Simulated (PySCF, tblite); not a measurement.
# GaH₅O₃Si, a small molecule taken as a stand-in for a surface group (gallium hydroxide): NMR shifts, core binding energies and electronic excitations, part 2 of 2

tblite 0.8.0 and PySCF 2.14.0. Atoms count from 0, parts from 1.

## 5. Core holes by ΔSCF: SCAN, X2C

The job: settings as JSON, then the geometry in Å.

```
{"job": {"kind": "xps", "holes": 5}, "charge": 0, "multiplicity": 1}
O     -0.696241     0.445396    -2.236779
Ga    -1.090106     0.566517    -0.517647
O     -2.626761     1.260410     0.002266
O      0.043812    -0.002827     0.731000
Si     1.545055    -0.685051     0.841479
H      0.164161     0.044129    -2.399759
H     -2.716276     1.277284     0.961149
H      2.106832    -0.950734    -0.525926
H      1.470064    -1.981610     1.578086
H      2.480547     0.230670     1.560455
```

With the program's defaults for keys left out, this is: delta-SCF UKS SCAN, pcX-2 on the ionised atom, pcseg-1 elsewhere, spin-free X2C.

The program printed:

```text
ground state, core basis on atom 0 (O), 143 functions
  cycle   1  E = -2458.26861409  |g| = 1.31e+00
  cycle   2  E = -2457.03641967  |g| = 2.75e+00
  cycle   3  E = -2458.58314048  |g| = 1.97e-01
  cycle   4  E = -2458.58075234  |g| = 2.40e-01
  cycle   5  E = -2458.59171760  |g| = 1.55e-02
  cycle   6  E = -2458.59176014  |g| = 6.68e-03
  cycle   7  E = -2458.59175781  |g| = 6.71e-03
  cycle   8  E = -2458.59176915  |g| = 7.15e-04
  cycle   9  E = -2458.59176678  |g| = 1.24e-04
  E(ground) = -2458.88609978 Eh
hole in O 1s of atom 0
  cycle   1  E = -2437.97805536  |g| = 2.22e+00
  cycle   2  E = -2435.78678292  |g| = 2.61e+00
  cycle   3  E = -2438.49094636  |g| = 7.91e-01
  cycle   4  E = -2438.57117186  |g| = 7.54e-01
  cycle   5  E = -2438.78682197  |g| = 2.00e-01
  cycle   6  E = -2438.79610871  |g| = 1.35e-01
  cycle   7  E = -2438.80336594  |g| = 2.36e-02
  cycle   8  E = -2438.80360398  |g| = 4.96e-03
  cycle   9  E = -2438.80361758  |g| = 1.23e-03
  cycle  10  E = -2438.80361710  |g| = 3.70e-04
  E(ion) = -2439.09963509 Eh   <S^2> = 0.7628   hole on atom = 1.000   binding energy = 538.417 eV
ground state, core basis on atom 2 (O), 143 functions
  cycle   1  E = -2458.58939254  |g| = 1.30e-01
  cycle   2  E = -2458.58280622  |g| = 2.06e-01
  cycle   3  E = -2458.59065357  |g| = 4.55e-02
  cycle   4  E = -2458.59102508  |g| = 1.27e-02
  cycle   5  E = -2458.59105300  |g| = 2.99e-03
  cycle   6  E = -2458.59105691  |g| = 3.86e-04
  E(ground) = -2458.88615404 Eh
hole in O 1s of atom 2
  cycle   1  E = -2437.97804104  |g| = 2.22e+00
  cycle   2  E = -2435.97318733  |g| = 2.52e+00
  cycle   3  E = -2438.57293120  |g| = 6.68e-01
  cycle   4  E = -2438.70014574  |g| = 4.99e-01
  cycle   5  E = -2438.78471710  |g| = 2.09e-01
  cycle   6  E = -2438.80094459  |g| = 4.55e-02
  cycle   7  E = -2438.80117871  |g| = 3.95e-02
  cycle   8  E = -2438.80181174  |g| = 6.88e-03
  cycle   9  E = -2438.80183296  |g| = 1.21e-03
  cycle  10  E = -2438.80183603  |g| = 3.45e-04
  E(ion) = -2439.09851580 Eh   <S^2> = 0.7625   hole on atom = 1.000   binding energy = 538.449 eV
ground state, core basis on atom 3 (O), 143 functions
  cycle   1  E = -2458.59191411  |g| = 1.43e-01
  cycle   2  E = -2458.58130264  |g| = 2.60e-01
  cycle   3  E = -2458.59389972  |g| = 4.26e-02
  cycle   4  E = -2458.59413182  |g| = 2.45e-02
  cycle   5  E = -2458.59424070  |g| = 2.77e-03
  cycle   6  E = -2458.59423996  |g| = 1.01e-03
  cycle   7  E = -2458.59423966  |g| = 1.73e-04
  E(ground) = -2458.88863070 Eh
hole in O 1s of atom 3
  cycle   1  E = -2437.99091595  |g| = 2.23e+00
  cycle   2  E = -2437.31365645  |g| = 2.33e+00
  cycle   3  E = -2438.64617351  |g| = 6.94e-01
  cycle   4  E = -2438.65569969  |g| = 6.64e-01
  cycle   5  E = -2438.83493854  |g| = 6.49e-02
  cycle   6  E = -2438.83607859  |g| = 3.70e-02
  cycle   7  E = -2438.83655977  |g| = 1.49e-02
  cycle   8  E = -2438.83665321  |g| = 2.17e-03
  cycle   9  E = -2438.83665436  |g| = 6.08e-04
  cycle  10  E = -2438.83665384  |g| = 1.61e-04
  E(ion) = -2439.13213668 Eh   <S^2> = 0.7634   hole on atom = 1.000   binding energy = 537.602 eV
ground state, core basis on atom 4 (Si), 154 functions
  cycle   1  E = -2458.65756593  |g| = 3.09e-01
  cycle   2  E = -2458.64925534  |g| = 2.39e-01
  cycle   3  E = -2458.64951127  |g| = 2.30e-01
  cycle   4  E = -2458.65978762  |g| = 3.38e-02
  cycle   5  E = -2458.65998840  |g| = 1.15e-02
  cycle   6  E = -2458.66001206  |g| = 1.36e-03
  cycle   7  E = -2458.66001278  |g| = 6.91e-04
  cycle   8  E = -2458.66001193  |g| = 3.50e-04
  E(ground) = -2458.91615449 Eh
hole in Si 2p of atom 4
  cycle   1  E = -2454.37234171  |g| = 1.23e+00
  cycle   2  E = -2452.43846756  |g| = 1.71e+00
  cycle   3  E = -2454.13693648  |g| = 1.09e+00
  cycle   4  E = -2454.63157336  |g| = 2.99e-01
  cycle   5  E = -2454.65262736  |g| = 2.94e-01
  cycle   6  E = -2454.68717714  |g| = 6.06e-02
  cycle   7  E = -2454.68805483  |g| = 3.79e-02
  cycle   8  E = -2454.68859196  |g| = 1.41e-02
  cycle   9  E = -2454.68867288  |g| = 3.03e-03
  cycle  10  E = -2454.68867114  |g| = 5.45e-04
  cycle  11  E = -2454.68867467  |g| = 1.14e-04
  E(ion) = -2454.95646879 Eh   <S^2> = 0.7514   hole on atom = 1.003   binding energy = 107.749 eV
  2p3/2 = 107.506 eV   2p1/2 = 108.131 eV
```

Wall time 20 s (1 thread of Intel Xeon Platinum 8488C, shared host); peak memory 0.47 GiB.

The holes in one table. −ε is the ground-state orbital energy:

```
       hole  stands for               environment  ΔSCF (eV; 2p as the shell's mean)  −ε (eV)   ⟨S²⟩
  O1s on O0          O0    oxygen bonded to Ga, H                             538.42    516.9  0.763
  O1s on O2          O2    oxygen bonded to Ga, H                             538.45    516.9  0.762
  O1s on O3          O3   oxygen bonded to Ga, Si                             537.60    516.6  0.763
Si2p on Si4         Si4  silicon bonded to O, 3 H                             107.71     96.7  0.751
```

With the spin-orbit splitting: Si4 2p3/2 107.51, 2p1/2 108.13 eV. The table gives each 2p level as the mean over the whole 2p shell (two parts 2p3/2, one part 2p1/2), which differs a little from the single hole in the log.

## 6. TDDFT and polarisability: CAM-B3LYP/def2-SVPD

Same as in step 5 but for these lines:

```diff
@@ -1,2 +1,2 @@
-{"job": {"kind": "xps", "holes": 5}, "charge": 0, "multiplicity": 1}
+{"job": {"kind": "uv", "xc": "CAM-B3LYP", "basis": "def2-SVPD", "nstates": 6, "ntriplets": 2, "ip": true}, "charge": 0, "multiplicity": 1}
 O     -0.696241     0.445396    -2.236779
```

With the program's defaults for keys left out, this is: TDDFT CAM-B3LYP/def2-SVPD, vertical, gas phase, core orbitals frozen in the response.

The program printed:

```text
coarse grid: 41728 points
cycle   1  E = -2442.4215970643  dE = -1.823e-01  |g| = 1.273e+00  |ddm| = 4.271e+00
cycle   2  E = -2442.1019296150  dE =  3.197e-01  |g| = 1.867e+00  |ddm| = 3.857e+00
cycle   3  E = -2442.7118422286  dE = -6.099e-01  |g| = 5.549e-02  |ddm| = 2.253e+00
cycle   4  E = -2442.7124219183  dE = -5.797e-04  |g| = 2.910e-02  |ddm| = 1.346e-01
cycle   5  E = -2442.7125267603  dE = -1.048e-04  |g| = 1.044e-02  |ddm| = 3.496e-02
cycle   6  E = -2442.7125429417  dE = -1.618e-05  |g| = 3.397e-03  |ddm| = 1.438e-02
cycle   7  E = -2442.7125450007  dE = -2.059e-06  |g| = 1.209e-03  |ddm| = 4.329e-03
final grid: 85704 points
cycle   8  E = -2442.7126069472  dE =  1.447e-07  |g| = 1.604e-03  |ddm| = 3.539e-03
cycle   9  E = -2442.7126063898  dE =  5.575e-07  |g| = 2.377e-03  |ddm| = 3.562e-03
cycle  10  E = -2442.7126073868  dE = -9.970e-07  |g| = 1.759e-04  |ddm| = 2.121e-03
cycle  11  E = -2442.7126073908  dE = -3.989e-09  |g| = 1.573e-05  |ddm| = 1.799e-04
cycle  12  E = -2442.7126073909  dE = -1.451e-10  |g| = 1.078e-05  |ddm| = 4.694e-05
converged SCF energy = -2442.7126073909

Static polarisability (au): isotropic 62.825, principal 53.261 63.123 72.090

Singlet excitations
state   eV       nm        f      main configurations
  1   6.4401    192.5   0.00116   H->L 0.83
  2   6.5235    190.1   0.00003   H-2->L 0.90
  3   6.6048    187.7   0.01957   H-1->L 0.88
  4   7.3416    168.9   0.07413   H-3->L 0.76
  5   7.5392    164.5   0.06248   H-4->L 0.71, H-2->L+1 0.09
  6   7.6528    162.0   0.07310   H-5->L 0.67

Triplet excitations (Tamm-Dancoff, eV): 6.1193 6.1235
Vertical ionisation energy (delta-SCF) = 11.1905 eV
Vertical electron affinity (delta-SCF) = -0.0257 eV
```

Run time: 2.1 min. Hardware: 1 thread of Intel Xeon Platinum 8488C, shared host; peak memory 0.91 GiB.

The orbitals next to the gap, with their largest atomic shares:

```
orbital      eV                       atoms
 HOMO−3  -11.40   O0 38 %, O2 34 %, Ga1 8 %
 HOMO−2  -10.78   O2 45 %, O0 42 %, Ga1 7 %
 HOMO−1  -10.41  O3 38 %, Si4 22 %, H7 20 %
   HOMO  -10.29  O3 38 %, Si4 23 %, H9 15 %
   LUMO   -0.62  Ga1 52 %, O3 10 %, O0 10 %
 LUMO+1    0.94  Ga1 46 %, O3 18 %, O0 17 %
 LUMO+2    1.09  Si4 34 %, H7 12 %, O0 10 %
```

With each of the 6 states as a Gaussian band of 0.4 eV half-width at 1/e, the curve within the window shown has maxima at 165 nm (ε 7,600) L/(mol cm). Beyond the last state computed it falls off for lack of states. The curve at chosen wavelengths:

nm, ε (L/mol/cm) and a bar:
```
      156       2846 ###########
      158       4270 #################
      160       5711 ######################
      163       7285 #############################
      165       7640 ##############################
      167       7380 #############################
      169       6616 ##########################
      172       4965 ###################
      174       3832 ###############
      176       2855 ###########
      178       2108 ########
      181       1422 #####
      183       1187 #####
      185       1058 ####
      187        977 ####
      190        864 ###
      192        770 ###
      194        660 ##
      196        542 ##
      199        373 #
      201        276 #
      203        197 #
      205        135 
      208         72 
      210         46 
      212         28
```

Further results of this job:

```
           property  computed
  dipole moment (D)      1.99
polarisability (Å³)      9.31
 HOMO–LUMO gap (eV)      9.67
      −ε(HOMO) (eV)     10.29
```

## 7. What came out

This closing draws on all 2 parts.

| quantity | value |
| --- | --- |
| rotational constants (main isotopes) | 5.53, 1.48, 1.18 GHz |
| 1H shifts against TMS (PBE0/pcSseg-2) | 5.24, 5.19, 5.19, 1.51, 1.21 ppm |
| 17O shifts against H2O (PBE0/pcSseg-2) | 38.3, 25.4, 24.6 ppm |
| 71Ga shifts against GaH4- (PBE0/pcSseg-2) | 217 ppm |
| 29Si shifts against TMS (PBE0/pcSseg-2) | -39.1 ppm |
| O1s binding energies, SCAN/pcX-2 | O2 538.45, O0 538.42, O3 537.60 eV |
| Si2p binding energies, SCAN/pcX-2 | Si4 107.71 eV |
| lowest singlet (CAM-B3LYP/def2-SVPD) | 6.44 eV (193 nm), f = 0.001 |
| brightest single state of those computed | state 4, 7.34 eV, f = 0.074 |
| lowest triplet | 6.12 eV |
| vertical ionisation energy (ΔSCF) | 11.19 eV |
| vertical electron affinity (ΔSCF) | -0.03 eV (unbound: the value hangs on the basis) |

What this shows: Relaxing lowered the energy by 0.230 eV in 10 steps; the close pair that moved most is O3–Si4, from 1.600 to 1.653 Å (PBE0/def2-SVP). At PBE0/pcSseg-2: The largest span, 483 ppm, is at Ga1, where the paramagnetic term is -1141 ppm. The O1s levels kept as sound span 0.85 eV, from O3 (oxygen bonded to Ga, Si) up to O2 (oxygen bonded to Ga, H). The lowest singlet, at 6.44 eV, is HOMO→LUMO 0.83 and is weak; of the 6 states computed, the strongest absorption comes from state 4 at 7.34 eV (the last state computed is bright too, and its partners may lie past the list). The lowest triplet lies 0.32 eV below the lowest singlet (triplets in Tamm-Dancoff, singlets in full TDDFT). The orbital energy would give 10.29 eV for ionisation, ΔSCF gives 11.19 eV. Spin-orbit coupling is left out, which matters for shieldings and couplings at and beside the heavy atoms.
